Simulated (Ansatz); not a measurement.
# Ir (Fm-3m): equation of state

An exercise on one series of results from a longer session: the logs are not shown, and one member is left open.

The COD entry's cell or inner coordinates are ideal or old and differ from later refinements, so a difference from it is no clean test against experiment.

Method: DFT PBE, scalar-relativistic, plane waves, PAW, in Ansatz 0.2.0.

## The structure to begin with

The structure is cubic, space group Fm-3m (No. 225). Conventional cell: a = 3.871 Å, b = 3.871 Å, c = 3.871 Å, α = 90.00°, β = 90.00°, γ = 90.00°. Ir (site symmetry m-3m) has 12 Ir at 2.74 Å as nearest neighbours.

Coordinates:

```xyz
1
Lattice="0.0000 1.9353 1.9353 1.9353 0.0000 1.9353 1.9353 1.9353 0.0000" Properties=species:S:1:pos:R:3 pbc="T T T"
Ir    0.0000    0.0000    0.0000
```

This cell comes from an earlier session at PBE: 14.498 Å³/atom at -0.14 GPa, on a 20×20×20 mesh.

Volume factors to run: 0.980, 1.020, 0.960, 1.040.

The first run:

The input, input.yaml:

```yaml
crystal:
  lattice:
    - [0.0, 1.9223449548, 1.9223449548]
    - [1.9223449548, 0.0, 1.9223449548]
    - [1.9223449548, 1.9223449548, 0.0]
  atoms:
    - { symbol: Ir, position: [0.0, 0.0, 0.0] }
basis:
  ecutwfc: 420
  ecutrho_ratio: 4
kpoints:
  mp_grid: { grid: [20, 20, 20] }
hamiltonian:
  xc: pbe
scf:
  occupations: { method: gaussian, width: 0.05 }
output:
  forces: true
  stress: true
  eigenvalues: true
```

Launch:

```bash
$ ansatz run input.yaml --threads 1 --pin off --max-ram 2560MiB --backend cpu --events-out ev --progress --plain --runs-dir out
```

Among the steps run: Scaling the volume by 0.980; At 1.020 of the relaxed volume; Scaling the volume by 0.960; Volume × 1.040.

One of the session's tables, all rows but one given; the rest of the session is left out.

It belongs to the step «Energy and pressure against volume». 

| volume (Å³/atom) | energy (meV/atom) | pressure (GPa) |
| --- | --- | --- |
| 13.918 | 26.85 | 15.62 |
| 14.208 | 6.30 | 7.26 |
| 14.498 | 0.00 | -0.14 |
| 14.788 | ? | ? |
| 15.078 | 23.79 | -12.49 |

Q: Estimate the row for volume (Å³/atom) = 14.788 from the others.

Worked estimate for «energy (meV/atom)». A straight line through the neighbours (14.498, 0.00) and (15.078, 23.79) gives 0.00 + (23.79 − 0.00) × (14.788 − 14.498) / (15.078 − 14.498) = 11.90; a parabola fitted to 3 rows on both sides gives 5.83.

**Answer.** energy (meV/atom): 6.31; pressure (GPa): -6.70. In «energy (meV/atom)» the line misses by +5.59 and the parabola by -0.48.
